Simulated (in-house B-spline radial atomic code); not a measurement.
# Zn⁷⁺: a test of the knot spacing (logarithmic)

Aim: see how the result and the number of iterations for Zn⁷⁺ depend on the knot spacing (logarithmic).

The numbers are computed with in-house B-spline radial atomic code version 1 (Dirac-Coulomb BLYP, spherical fractional occupations, Fermi nucleus, basis-set limit), except any that are marked as measured or tabulated.

## Step 1: The system

- element: zinc (Z = 30)
- charge: +7
- electrons: 23
- configuration: [Ar] 3d5
- Hamiltonian: Dirac-Coulomb
- nucleus: Fermi, rms radius 3.928 fm

The outer shells:

[Ar] 3d5
```
[Ar] core
3d [↑ ][↑ ][↑ ][↑ ][↑ ]
```

The boxes only draw the filling; these runs are spin-restricted and spherical.

A run counts as converged when the orbital gradient is under the tolerance times 30 hartree (or under the basis's noise floor) and the energy moved by less than 1e-8 hartree times the root of its size. Energy differences under 5e-06 hartree are noise.

Settings of the run:

```ini
Z = 30
electrons = 23.0
configuration = [Ar] 3d5
hamiltonian = dirac
method = b88,lyp
spin_polarised = False
nucleus = fermi
rms_radius = 3.9283
mass_number = 64
atomic_mass = 63.929141776
speed_of_light = 137.035999084
knot_spacing = 0.22
spline_order = 8
gauss_points = 12
box_radius = 7.79
max_iterations = 70
damping = 0.5
damped_steps = 3
diis_vectors = 10
tolerance = 1e-08
start = Thomas-Fermi
```

The reference is known from an earlier run: -1779.240512 hartree in all. Up to eight levels, counted from the top:

| orbital | occupation | energy (eV) | <r> (bohr) |
| --- | --- | --- | --- |
| 2s1/2 | 2 | -1321.77 | 0.2259 |
| 2p1/2 | 2 | -1183.60 | 0.1958 |
| 2p3/2 | 4 | -1159.73 | 0.1992 |
| 3s1/2 | 2 | -278.07 | 0.6499 |
| 3p1/2 | 2 | -233.45 | 0.6578 |
| 3p3/2 | 4 | -229.91 | 0.6659 |
| 3d3/2 | 2 | -155.12 | 0.6728 |
| 3d5/2 | 3 | -154.58 | 0.6753 |

## Step 2: Knot spacing (logarithmic) 0.1

Settings of the run:

```ini
Z = 30
electrons = 23.0
configuration = [Ar] 3d5
hamiltonian = dirac
method = b88,lyp
spin_polarised = False
nucleus = fermi
rms_radius = 3.9283
mass_number = 64
atomic_mass = 63.929141776
speed_of_light = 137.035999084
knot_spacing = 0.1
spline_order = 8
gauss_points = 12
box_radius = 7.79
max_iterations = 70
damping = 0.5
damped_steps = 3
diis_vectors = 10
tolerance = 1e-08
start = Thomas-Fermi
```

Started as:

```
$ python run_scf.py task.json out
```

The settings of every run stand in task.json; they run in order.

## Step 3: Knot spacing (logarithmic) 0.15

Changes to the settings of step 2:

```diff
@@ -11,3 +11,3 @@
 speed_of_light = 137.035999084
-knot_spacing = 0.1
+knot_spacing = 0.15
 spline_order = 8
```

## Step 4: Knot spacing (logarithmic) 0.3

Changes to the settings of step 3:

```diff
@@ -11,3 +11,3 @@
 speed_of_light = 137.035999084
-knot_spacing = 0.15
+knot_spacing = 0.3
 spline_order = 8
```

## Step 5: Knot spacing (logarithmic) 0.4

Changes to the settings of step 4:

```diff
@@ -11,3 +11,3 @@
 speed_of_light = 137.035999084
-knot_spacing = 0.3
+knot_spacing = 0.4
 spline_order = 8
```

## Step 6: Knot spacing (logarithmic) 0.55

Changes to the settings of step 5:

```diff
@@ -11,3 +11,3 @@
 speed_of_light = 137.035999084
-knot_spacing = 0.4
+knot_spacing = 0.55
 spline_order = 8
```

## Step 7: Knot spacing (logarithmic) 0.75

Changes to the settings of step 6:

```diff
@@ -11,3 +11,3 @@
 speed_of_light = 137.035999084
-knot_spacing = 0.55
+knot_spacing = 0.75
 spline_order = 8
```

## Step 8: Knot spacing (logarithmic) 1

Changes to the settings of step 7:

```diff
@@ -11,3 +11,3 @@
 speed_of_light = 137.035999084
-knot_spacing = 0.75
+knot_spacing = 1.0
 spline_order = 8
```

## Step 9: Knot spacing (logarithmic) 1.4

Changes to the settings of step 8:

```diff
@@ -11,3 +11,3 @@
 speed_of_light = 137.035999084
-knot_spacing = 1.0
+knot_spacing = 1.4
 spline_order = 8
```

## Step 10: Knot spacing (logarithmic) 2

Changes to the settings of step 9:

```diff
@@ -11,3 +11,3 @@
 speed_of_light = 137.035999084
-knot_spacing = 1.4
+knot_spacing = 2.0
 spline_order = 8
```

**Question.** Which of these runs converge to the reference energy, which miss it and by about how much, and which fail?

As calculated:

| run | outcome | iterations | energy less the reference (hartree) |
| --- | --- | --- | --- |
| reference | converged | 9 | 0 |
| knot spacing (logarithmic) 0.1 | converged | 9 | below noise |
| knot spacing (logarithmic) 0.15 | converged | 9 | below noise |
| knot spacing (logarithmic) 0.3 | converged | 9 | below noise |
| knot spacing (logarithmic) 0.4 | converged | 9 | +0.000237 |
| knot spacing (logarithmic) 0.55 | converged | 9 | +0.0234 |
| knot spacing (logarithmic) 0.75 | converged | 10 | +0.502 |
| knot spacing (logarithmic) 1 | converged | 9 | +5.41 |
| knot spacing (logarithmic) 1.4 | converged | 9 | +32.6 |
| knot spacing (logarithmic) 2 | converged | 9 | +93.2 |

What this shows: Of 9 changed inputs, 3 gave the reference energy within 1e-05 hartree and 6 converged to another value. The worst converged miss is +93.2 hartree (knot spacing (logarithmic) 2): knots so far apart cannot follow the orbitals.
